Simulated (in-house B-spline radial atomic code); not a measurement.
# Excited states and polarisability of Er²²⁺ by several methods

An exercise on one series of results from a longer session: the logs are not shown, and one member is left open.

Program: in-house B-spline radial atomic code version 1. Level of theory: linear response of a closed shell, each method with its own adiabatic kernel; spin-free one-electron X2C, finite nucleus; B-spline basis; no spin-orbit coupling, no double excitations; only terms of natural parity, (−1)^L, with L up to 3 are computed. These are calculated values, not measurements, unless marked.

### The atom as given

- element: erbium (Z = 68)
- charge: +22
- configuration: [Kr] 4d10
- runs: TDHF; PBE; CAM-B3LYP; OLYP; B3LYP; LC-ωPBE

Outer shells as boxes (Hund's rule):

Er²²⁺
```
[Kr] core
4d [↑↓][↑↓][↑↓][↑↓][↑↓]
```

The first run:

Input settings:

```ini
Z = 68
electrons = 46.0
configuration = [Kr] 4d10
hamiltonian = x2c
method = hf
box_radius = 5.22
rms_radius = 5.2516
intervals = 65
```

Launch:

```bash
python run_td.py task.json out
```

task.json lists these runs, among others, and the program works through them in turn.

Steps of the session up to this table: TDHF.

One table of the session follows, with a row left open; its other results are not shown here.

It belongs to the step «TDHF». The states in eV; those that feel the box are left out:

| state | full (eV) | Tamm-Dancoff (eV) |
| --- | --- | --- |
| 4d→4f ³P | 164.74 | 164.84 |
| 4d→4f ³F | 172.39 | 172.56 |
| 4d→4f ¹F | 179.29 | 179.38 |
| 4d→4f ¹P | 209.62 | 215.35 |
| 4d→5s ³D | 248.59 | 248.62 |
| 4d→5s ¹D | 250.25 | 250.27 |
| 4d→5p ³P | 292.73 | 292.78 |
| 4d→5p ³F | 294.67 | 294.71 |
| 4d→5p ¹F | 295.98 | 295.99 |
| 4d→5p ¹P | 297.09 | 297.22 |
| 4p→4f ³D | ? | ? |
| 4d→5d ³S | 354.39 | 354.47 |
| 4p→4f ¹D | 355.14 | 355.61 |
| 4d→5d ³D | 359.85 | 359.88 |

Q: Estimate the row for 4p→4f ³D from the others.

**Answer.** full (eV): 339.91; Tamm-Dancoff (eV): 339.96. In the column «full (eV)» it lies between 4d→5p ¹P (297.09) and 4d→5d ³S (354.39).
